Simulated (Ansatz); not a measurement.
**BF₄−: geometry and frequencies at several levels, part 1 of 2**

Wanted for BF₄−: geometry and frequencies at several levels. Charge -1.

Method: the levels named in each step, in Ansatz 0.2.0.

## (1) The system as given

Bond lengths: F1–B2 1.390 Å, B2–F3 1.390 Å, B2–F4 1.390 Å, B2–F5 1.390 Å. Angles: F1–B2–F3 109.5°, F1–B2–F4 109.5°, F1–B2–F5 109.5°, F3–B2–F4 109.5°, F3–B2–F5 109.5°, F4–B2–F5 109.5°.

Structure file:

```xyz
5

F     0.8625    0.5570   -0.9368
B     0.0000    0.0000   -0.0001
F    -0.8295   -0.9233   -0.6255
F     0.7396   -0.6372    0.9893
F    -0.7725    1.0034    0.5728
```

## (2) A rough first relaxation, PBE-D4/def2-SVPD

This run stands in another session on the same molecule. It ended at:

```xyz
5

F     0.8836    0.5707   -0.9598
B     0.0000    0.0000   -0.0001
F    -0.8498   -0.9459   -0.6408
F     0.7577   -0.6528    1.0135
F    -0.7914    1.0280    0.5869
```

## (3) Relaxation, HF/STO-3G

input.yaml

```yaml
crystal:
  periodic: [false, false, false]
  atoms:
    - { symbol: F, position_ang: [0.88359263, 0.57073938, -0.95978628] }
    - { symbol: B, position_ang: [3.53e-06, -8.96e-06, -5.601e-05] }
    - { symbol: F, position_ang: [-0.84984642, -0.94594725, -0.64078982] }
    - { symbol: F, position_ang: [0.75770266, -0.65280575, 1.01354016] }
    - { symbol: F, position_ang: [-0.7914424, 1.02798258, 0.58686195] }
total_charge: -1
basis:
  gaussian: { orbitals: STO-3G }
hamiltonian:
  xc: hf
relax:
  f_tol: 0.002
  max_steps: 150
```

Run with:

```console
ansatz run input.yaml --threads 2 --pin off --max-ram 5120MiB --backend cpu --events-out ev --progress --plain --runs-dir out
```

Output, cut to the lines that bear on the results:

```text
Warning: RAYON_NUM_THREADS=2 ignored (pool sized by the plan → 2); use --threads N
[...]
Functional definition: HF
[...]
379 factors; integrals over basis functions are off by at most 1.3e-5 eV
[...]
mean field -11336.56807828 eV, -416.6111926749 hartree, gradient 4.8e-5 eV, S^2 0.000000; 0 other end points of the search recorded, 0 dependent functions left out
[...]
reference -11336.56807828 eV, -416.6111926749 hartree; 21, 21 occupied and 4, 4 virtual orbitals, 379 factors
relax step   1: F+E_penalty+E_count = -11336.56807828 eV  Δ(F+E_penalty+E_count) = +0.000e0 eV  max|allowed force component| = 1.049e0 eV/Å  Δτ_max = 0.0000 Å  (20 SCF iters, accepted)
[...]
relax step   3: F+E_penalty+E_count = -11336.65496427 eV  Δ(F+E_penalty+E_count) = -5.270e-3 eV  max|allowed force component| = 1.033e-2 eV/Å  Δτ_max = 0.0073 Å  (21 SCF iters, accepted)
[...]
relax step   4: F+E_penalty+E_count = -11336.65497189 eV  Δ(F+E_penalty+E_count) = -7.616e-6 eV  max|allowed force component| = 6.105e-5 eV/Å  Δτ_max = 0.0003 Å  (21 SCF iters, accepted)
379 factors; integrals over basis functions are off by at most 1.3e-5 eV
mean field -11336.65497189 eV, -416.6143859560 hartree, gradient 9.4e-6 eV, S^2 0.000000; 1 other end points of the search recorded, 0 dependent functions left out
[...]
reference -11336.65497189 eV, -416.6143859560 hartree; 21, 21 occupied and 4, 4 virtual orbitals, 379 factors
Total energy: -11336.65497189 eV, -416.6143859560 hartree
Atom 0 at     0.865507     0.559057    -0.940142 Å, force    -0.000047    -0.000031     0.000050 eV/Å
Atom 1 at     0.000003    -0.000007    -0.000046 Å, force    -0.000000     0.000003     0.000013 eV/Å
Atom 2 at    -0.832451    -0.926585    -0.627674 Å, force     0.000045     0.000050     0.000033 eV/Å
Atom 3 at     0.742191    -0.639442     0.992788 Å, force    -0.000045     0.000038    -0.000061 eV/Å
Atom 4 at    -0.775240     1.006936     0.574845 Å, force     0.000047    -0.000061    -0.000036 eV/Å
Dipole moment:     0.000000    -0.000000    -0.000000 e Å
```

It took 1.3 s on 2 threads of Intel Xeon at 2.70GHz, shared host; peak memory 0.089 GiB.

Relaxation path:

| step | E - E(step 1) (eV) | largest force component (eV/Å) |
| --- | --- | --- |
| 1 | 0.0000 | 1.0491 |
| 2 | -0.0816 | 0.2688 |
| 3 | -0.0869 | 0.0103 |
| 4 | -0.0869 | 0.0001 |

Step 1 is the start.

Before: Bond lengths: F1–B2 1.424 Å, B2–F3 1.424 Å, B2–F4 1.424 Å, B2–F5 1.424 Å. Angles: F1–B2–F3 109.5°, F1–B2–F4 109.5°, F1–B2–F5 109.5°, F3–B2–F4 109.5°, F3–B2–F5 109.5°, F4–B2–F5 109.5°.

After: Bond lengths: F1–B2 1.395 Å, B2–F3 1.395 Å, B2–F4 1.395 Å, B2–F5 1.395 Å. Angles: F1–B2–F3 109.5°, F1–B2–F4 109.5°, F1–B2–F5 109.5°, F3–B2–F4 109.5°, F3–B2–F5 109.5°, F4–B2–F5 109.5°.

## (4) Frequencies, HF/STO-3G

input.yaml

```yaml
crystal:
  periodic: [false, false, false]
  atoms:
    - { symbol: F, position_ang: [0.86550705, 0.55905713, -0.94014168] }
    - { symbol: B, position_ang: [3.35e-06, -6.71e-06, -4.644e-05] }
    - { symbol: F, position_ang: [-0.83245128, -0.92658504, -0.62767418] }
    - { symbol: F, position_ang: [0.7421905, -0.63944175, 0.99278761] }
    - { symbol: F, position_ang: [-0.77523963, 1.00693637, 0.57484468] }
total_charge: -1
basis:
  gaussian: { orbitals: STO-3G }
hamiltonian:
  xc: hf
phonons: {}
```

Run with:

```console
ansatz run input.yaml --threads 2 --pin off --max-ram 5120MiB --backend cpu --events-out ev --progress --plain --runs-dir out
```

Output, cut to the lines that bear on the results:

```text
Warning: RAYON_NUM_THREADS=2 ignored (pool sized by the plan → 2); use --threads N
[...]
[... 1 set-up line as earlier in the session ...]
[...]
379 factors; integrals over basis functions are off by at most 1.3e-5 eV
[...]
mean field -11336.65497294 eV, -416.6143859949 hartree, gradient 4.7e-5 eV, S^2 0.000000; 0 other end points of the search recorded, 0 dependent functions left out
[...]
reference -11336.65497294 eV, -416.6143859949 hartree; 21, 21 occupied and 4, 4 virtual orbitals, 379 factors
[...]
379 factors; integrals over basis functions are off by at most 1.3e-5 eV
[...]
mean field -11336.65489202 eV, -416.6143830211 hartree, gradient 1.2e-6 eV, S^2 0.000000; 0 other end points of the search recorded, 0 dependent functions left out
[...]
reference -11336.65489202 eV, -416.6143830211 hartree; 21, 21 occupied and 4, 4 virtual orbitals, 379 factors
[...]
379 factors; integrals over basis functions are off by at most 1.3e-5 eV
[...]
379 factors; integrals over basis functions are off by at most 1.3e-5 eV
mean field -11336.65492285 eV, -416.6143841541 hartree, gradient 1.2e-6 eV, S^2 0.000000; 0 other end points of the search recorded, 0 dependent functions left out
[...]
reference -11336.65492285 eV, -416.6143841541 hartree; 21, 21 occupied and 4, 4 virtual orbitals, 379 factors
Total energy: -11336.65497294 eV, -416.6143859949 hartree
Atom 0 at     0.865507     0.559057    -0.940142 Å, force    -0.000053    -0.000035     0.000057 eV/Å
Atom 1 at     0.000003    -0.000007    -0.000046 Å, force    -0.000000     0.000003     0.000013 eV/Å
Atom 2 at    -0.832451    -0.926585    -0.627674 Å, force     0.000051     0.000057     0.000038 eV/Å
Atom 3 at     0.742190    -0.639442     0.992788 Å, force    -0.000049     0.000042    -0.000067 eV/Å
Atom 4 at    -0.775240     1.006936     0.574845 Å, force     0.000052    -0.000067    -0.000040 eV/Å
Dipole moment:     0.000000    -0.000000    -0.000000 e Å
Vibrations: 388.79 388.79 581.33 581.33 581.33 877.54 1385.45 1385.46 1385.46 cm⁻¹, zero-point energy 0.468379 eV
```

Run time: 2.6 s. Hardware: 2 threads of Intel Xeon at 2.70GHz, shared host; peak memory 0.087 GiB.

Harmonic frequencies (cm⁻¹; negative: imaginary): 389, 389, 581, 581, 581, 878, 1385, 1385, 1385.

## (5) Relaxation, HF/6-31G*

input.yaml

```yaml
crystal:
  periodic: [false, false, false]
  atoms:
    - { symbol: F, position_ang: [0.88359263, 0.57073938, -0.95978628] }
    - { symbol: B, position_ang: [3.53e-06, -8.96e-06, -5.601e-05] }
    - { symbol: F, position_ang: [-0.84984642, -0.94594725, -0.64078982] }
    - { symbol: F, position_ang: [0.75770266, -0.65280575, 1.01354016] }
    - { symbol: F, position_ang: [-0.7914424, 1.02798258, 0.58686195] }
total_charge: -1
basis:
  gaussian: { orbitals: "6-31G*" }
hamiltonian:
  xc: hf
relax:
  f_tol: 0.002
  max_steps: 150
```

Run with:

```console
ansatz run input.yaml --threads 2 --pin off --max-ram 5120MiB --backend cpu --events-out ev --progress --plain --runs-dir out
```

Output, cut to the lines that bear on the results:

```text
Warning: RAYON_NUM_THREADS=2 ignored (pool sized by the plan → 2); use --threads N
[...]
[... 1 set-up line as earlier in the session ...]
[...]
702 factors; integrals over basis functions are off by at most 1.6e-4 eV
[...]
mean field -11502.85632479 eV, -422.7221730198 hartree, gradient 2.6e-5 eV, S^2 0.000000; 0 other end points of the search recorded, 0 dependent functions left out
[...]
reference -11502.85632479 eV, -422.7221730198 hartree; 21, 21 occupied and 54, 54 virtual orbitals, 702 factors
relax step   1: F+E_penalty+E_count = -11502.85632479 eV  Δ(F+E_penalty+E_count) = +0.000e0 eV  max|allowed force component| = 9.307e-1 eV/Å  Δτ_max = 0.0000 Å  (30 SCF iters, accepted)
[...]
relax step   3: F+E_penalty+E_count = -11502.93707915 eV  Δ(F+E_penalty+E_count) = -1.061e-2 eV  max|allowed force component| = 1.763e-2 eV/Å  Δτ_max = 0.0114 Å  (29 SCF iters, accepted)
[...]
relax step   4: F+E_penalty+E_count = -11502.93710506 eV  Δ(F+E_penalty+E_count) = -2.590e-5 eV  max|allowed force component| = 1.647e-4 eV/Å  Δτ_max = 0.0005 Å  (21 SCF iters, accepted)
702 factors; integrals over basis functions are off by at most 1.5e-4 eV
mean field -11502.93710506 eV, -422.7251416401 hartree, gradient 2.7e-5 eV, S^2 0.000000; 1 other end points of the search recorded, 0 dependent functions left out
[...]
reference -11502.93710506 eV, -422.7251416401 hartree; 21, 21 occupied and 54, 54 virtual orbitals, 702 factors
Total energy: -11502.93710506 eV, -422.7251416401 hartree
Atom 0 at     0.864692     0.558530    -0.939256 Å, force    -0.000133    -0.000086     0.000142 eV/Å
Atom 1 at     0.000003    -0.000007    -0.000047 Å, force    -0.000001     0.000006     0.000025 eV/Å
Atom 2 at    -0.831667    -0.925712    -0.627083 Å, force     0.000128     0.000141     0.000094 eV/Å
Atom 3 at     0.741491    -0.638839     0.991852 Å, force    -0.000121     0.000104    -0.000164 eV/Å
Atom 4 at    -0.774509     1.005988     0.574303 Å, force     0.000126    -0.000165    -0.000096 eV/Å
Dipole moment:     0.000000    -0.000000    -0.000001 e Å
```

Run time: 3.3 s. Hardware: 2 threads of Intel Xeon at 2.70GHz, shared host; peak memory 0.14 GiB.

The steps of the relaxation:

```csv
step,energy from step 1 (eV),largest force component (eV/Å)
1,0.0000,0.9307
2,-0.0701,0.3500
3,-0.0808,0.0176
4,-0.0808,0.0002
```

Step 1 is the start.

Before: Bond lengths: F1–B2 1.424 Å, B2–F3 1.424 Å, B2–F4 1.424 Å, B2–F5 1.424 Å. Angles: F1–B2–F3 109.5°, F1–B2–F4 109.5°, F1–B2–F5 109.5°, F3–B2–F4 109.5°, F3–B2–F5 109.5°, F4–B2–F5 109.5°.

After: Bond lengths: F1–B2 1.393 Å, B2–F3 1.393 Å, B2–F4 1.393 Å, B2–F5 1.393 Å. Angles: F1–B2–F3 109.5°, F1–B2–F4 109.5°, F1–B2–F5 109.5°, F3–B2–F4 109.5°, F3–B2–F5 109.5°, F4–B2–F5 109.5°.

## (6) Frequencies, HF/6-31G*

input.yaml

```yaml
crystal:
  periodic: [false, false, false]
  atoms:
    - { symbol: F, position_ang: [0.86469163, 0.55853043, -0.93925595] }
    - { symbol: B, position_ang: [3.36e-06, -6.76e-06, -4.666e-05] }
    - { symbol: F, position_ang: [-0.83166699, -0.92571206, -0.62708282] }
    - { symbol: F, position_ang: [0.74149133, -0.63883938, 0.99185232] }
    - { symbol: F, position_ang: [-0.77450932, 1.00598777, 0.57430311] }
total_charge: -1
basis:
  gaussian: { orbitals: "6-31G*" }
hamiltonian:
  xc: hf
phonons: {}
```

Run with:

```console
ansatz run input.yaml --threads 2 --pin off --max-ram 5120MiB --backend cpu --events-out ev --progress --plain --runs-dir out
```

Output, cut to the lines that bear on the results:

```text
Warning: RAYON_NUM_THREADS=2 ignored (pool sized by the plan → 2); use --threads N
[...]
[... 1 set-up line as earlier in the session ...]
[...]
702 factors; integrals over basis functions are off by at most 1.5e-4 eV
[...]
mean field -11502.93710469 eV, -422.7251416265 hartree, gradient 2.5e-5 eV, S^2 0.000000; 0 other end points of the search recorded, 0 dependent functions left out
[...]
reference -11502.93710469 eV, -422.7251416265 hartree; 21, 21 occupied and 54, 54 virtual orbitals, 702 factors
[...]
702 factors; integrals over basis functions are off by at most 1.5e-4 eV
[...]
mean field -11502.93704005 eV, -422.7251392512 hartree, gradient 1.3e-6 eV, S^2 0.000000; 0 other end points of the search recorded, 0 dependent functions left out
[...]
reference -11502.93704005 eV, -422.7251392512 hartree; 21, 21 occupied and 54, 54 virtual orbitals, 702 factors
[...]
702 factors; integrals over basis functions are off by at most 1.5e-4 eV
[...]
702 factors; integrals over basis functions are off by at most 1.5e-4 eV
mean field -11502.93706362 eV, -422.7251401173 hartree, gradient 2.7e-6 eV, S^2 0.000000; 0 other end points of the search recorded, 0 dependent functions left out
[...]
reference -11502.93706362 eV, -422.7251401173 hartree; 21, 21 occupied and 54, 54 virtual orbitals, 702 factors
Total energy: -11502.93710469 eV, -422.7251416265 hartree
Atom 0 at     0.864692     0.558530    -0.939256 Å, force    -0.000133    -0.000086     0.000142 eV/Å
Atom 1 at     0.000003    -0.000007    -0.000047 Å, force    -0.000001     0.000006     0.000024 eV/Å
Atom 2 at    -0.831667    -0.925712    -0.627083 Å, force     0.000128     0.000142     0.000094 eV/Å
Atom 3 at     0.741491    -0.638839     0.991852 Å, force    -0.000121     0.000104    -0.000164 eV/Å
Atom 4 at    -0.774509     1.005988     0.574303 Å, force     0.000126    -0.000165    -0.000096 eV/Å
Dipole moment:     0.000000    -0.000000    -0.000001 e Å
Vibrations: 372.24 372.24 552.51 552.51 552.51 811.48 1205.71 1205.72 1205.72 cm⁻¹, zero-point energy 0.423446 eV
```

Wall time 5.1 s (2 threads of Intel Xeon at 2.70GHz, shared host); peak memory 0.13 GiB.

Harmonic frequencies (cm⁻¹; negative: imaginary): 372, 372, 553, 553, 553, 811, 1206, 1206, 1206.

## (7) Relaxation, LDA/def2-SVPD

input.yaml

```yaml
crystal:
  periodic: [false, false, false]
  atoms:
    - { symbol: F, position_ang: [0.88359263, 0.57073938, -0.95978628] }
    - { symbol: B, position_ang: [3.53e-06, -8.96e-06, -5.601e-05] }
    - { symbol: F, position_ang: [-0.84984642, -0.94594725, -0.64078982] }
    - { symbol: F, position_ang: [0.75770266, -0.65280575, 1.01354016] }
    - { symbol: F, position_ang: [-0.7914424, 1.02798258, 0.58686195] }
total_charge: -1
basis:
  gaussian: { orbitals: def2-SVPD }
hamiltonian:
  xc: lda
relax:
  f_tol: 0.002
  max_steps: 150
```

Run with:

```console
ansatz run input.yaml --threads 2 --pin off --max-ram 5120MiB --backend cpu --events-out ev --progress --plain --runs-dir out
```

Output, cut to the lines that bear on the results:

```text
Warning: RAYON_NUM_THREADS=2 ignored (pool sized by the plan → 2); use --threads N
[...]
Functional definition: SPW92
[...]
899 factors; their error is unknown
[...]
mean field -11468.22527072 eV, -421.4495052565 hartree, gradient 1.1e-5 eV, S^2 0.000000; 0 other end points of the search recorded, 0 dependent functions left out
[...]
reference -11468.22530821 eV, -421.4495066345 hartree; 21, 21 occupied and 91, 91 virtual orbitals, 899 factors
relax step   1: F+E_penalty+E_count = -11468.22527072 eV  Δ(F+E_penalty+E_count) = +0.000e0 eV  max|allowed force component| = 5.276e-1 eV/Å  Δτ_max = 0.0000 Å  (23 SCF iters, accepted)
[...]
relax step   4: F+E_penalty+E_count = -11468.25478778 eV  Δ(F+E_penalty+E_count) = -2.623e-6 eV  max|allowed force component| = 7.934e-3 eV/Å  Δτ_max = 0.0006 Å  (19 SCF iters, accepted)
[...]
relax step   5: F+E_penalty+E_count = -11468.25479396 eV  Δ(F+E_penalty+E_count) = -6.183e-6 eV  max|allowed force component| = 5.468e-6 eV/Å  Δτ_max = 0.0003 Å  (18 SCF iters, accepted)
899 factors; their error is unknown
mean field -11468.25479396 eV, -421.4505902157 hartree, gradient 5.3e-5 eV, S^2 0.000000; 1 other end points of the search recorded, 0 dependent functions left out
[...]
reference -11468.25483130 eV, -421.4505915879 hartree; 21, 21 occupied and 91, 91 virtual orbitals, 899 factors
Total energy: -11468.25483130 eV, -421.4505915879 hartree
Atom 0 at     0.871304     0.562802    -0.946438 Å, force     0.000002     0.000001    -0.000002 eV/Å
Atom 1 at     0.000003    -0.000007    -0.000046 Å, force    -0.000000     0.000001     0.000005 eV/Å
Atom 2 at    -0.838027    -0.932791    -0.631878 Å, force    -0.000001    -0.000002    -0.000002 eV/Å
Atom 3 at     0.747162    -0.643724     0.999437 Å, force     0.000000    -0.000000    -0.000001 eV/Å
Atom 4 at    -0.780432     1.013681     0.578695 Å, force    -0.000000    -0.000000    -0.000001 eV/Å
Dipole moment:     0.000000    -0.000000    -0.000000 e Å
```

Run time: 4.4 s. Hardware: 2 threads of Intel Xeon at 2.70GHz, shared host; peak memory 0.19 GiB.

Step by step:

```csv
step,energy from step 1 (eV),largest force component (eV/Å)
1,0.0000,0.5276
2,-0.0237,0.2393
3,-0.0295,0.0095
4,-0.0295,0.0079
5,-0.0295,0.0000
```

Step 1 is the start.

Before: Bond lengths: F1–B2 1.424 Å, B2–F3 1.424 Å, B2–F4 1.424 Å, B2–F5 1.424 Å. Angles: F1–B2–F3 109.5°, F1–B2–F4 109.5°, F1–B2–F5 109.5°, F3–B2–F4 109.5°, F3–B2–F5 109.5°, F4–B2–F5 109.5°.

After: Bond lengths: F1–B2 1.404 Å, B2–F3 1.404 Å, B2–F4 1.404 Å, B2–F5 1.404 Å. Angles: F1–B2–F3 109.5°, F1–B2–F4 109.5°, F1–B2–F5 109.5°, F3–B2–F4 109.5°, F3–B2–F5 109.5°, F4–B2–F5 109.5°.

## (8) Frequencies, LDA/def2-SVPD

input.yaml

```yaml
crystal:
  periodic: [false, false, false]
  atoms:
    - { symbol: F, position_ang: [0.87130393, 0.56280162, -0.94643811] }
    - { symbol: B, position_ang: [3.34e-06, -6.7e-06, -4.64e-05] }
    - { symbol: F, position_ang: [-0.83802686, -0.93279108, -0.63187792] }
    - { symbol: F, position_ang: [0.7471615, -0.64372448, 0.99943732] }
    - { symbol: F, position_ang: [-0.78043191, 1.01368064, 0.57869511] }
total_charge: -1
basis:
  gaussian: { orbitals: def2-SVPD }
hamiltonian:
  xc: lda
phonons: {}
```

Run with:

```console
ansatz run input.yaml --threads 2 --pin off --max-ram 5120MiB --backend cpu --events-out ev --progress --plain --runs-dir out
```

Output, cut to the lines that bear on the results:

```text
Warning: RAYON_NUM_THREADS=2 ignored (pool sized by the plan → 2); use --threads N
[...]
[... 1 set-up line as earlier in the session ...]
[...]
899 factors; their error is unknown
[...]
mean field -11468.25479396 eV, -421.4505902157 hartree, gradient 1.3e-5 eV, S^2 0.000000; 0 other end points of the search recorded, 0 dependent functions left out
[...]
reference -11468.25483130 eV, -421.4505915879 hartree; 21, 21 occupied and 91, 91 virtual orbitals, 899 factors
[...]
899 factors; their error is unknown
[...]
mean field -11468.25474063 eV, -421.4505882560 hartree, gradient 2.2e-6 eV, S^2 0.000000; 0 other end points of the search recorded, 0 dependent functions left out
[...]
reference -11468.25477798 eV, -421.4505896283 hartree; 21, 21 occupied and 91, 91 virtual orbitals, 899 factors
[...]
899 factors; their error is unknown
[...]
899 factors; their error is unknown
mean field -11468.25475997 eV, -421.4505889667 hartree, gradient 2.9e-6 eV, S^2 0.000000; 0 other end points of the search recorded, 0 dependent functions left out
[...]
reference -11468.25479731 eV, -421.4505903387 hartree; 21, 21 occupied and 91, 91 virtual orbitals, 899 factors
Total energy: -11468.25483130 eV, -421.4505915879 hartree
Atom 0 at     0.871304     0.562802    -0.946438 Å, force     0.000002     0.000001    -0.000003 eV/Å
Atom 1 at     0.000003    -0.000007    -0.000046 Å, force    -0.000000     0.000001     0.000005 eV/Å
Atom 2 at    -0.838027    -0.932791    -0.631878 Å, force    -0.000002    -0.000003    -0.000002 eV/Å
Atom 3 at     0.747162    -0.643724     0.999437 Å, force     0.000001    -0.000001     0.000000 eV/Å
Atom 4 at    -0.780432     1.013681     0.578695 Å, force    -0.000001     0.000001    -0.000000 eV/Å
Dipole moment:     0.000000    -0.000000    -0.000000 e Å
Vibrations: 333.04 333.05 496.27 496.27 496.27 748.45 1080.41 1080.42 1080.42 cm⁻¹, zero-point energy 0.380916 eV
```

Run time: 6.7 s. Hardware: 2 threads of Intel Xeon at 2.70GHz, shared host; peak memory 0.14 GiB.

Harmonic frequencies (cm⁻¹; negative: imaginary): 333, 333, 496, 496, 496, 748, 1080, 1080, 1080.

(Continued in part 2 of 2.)
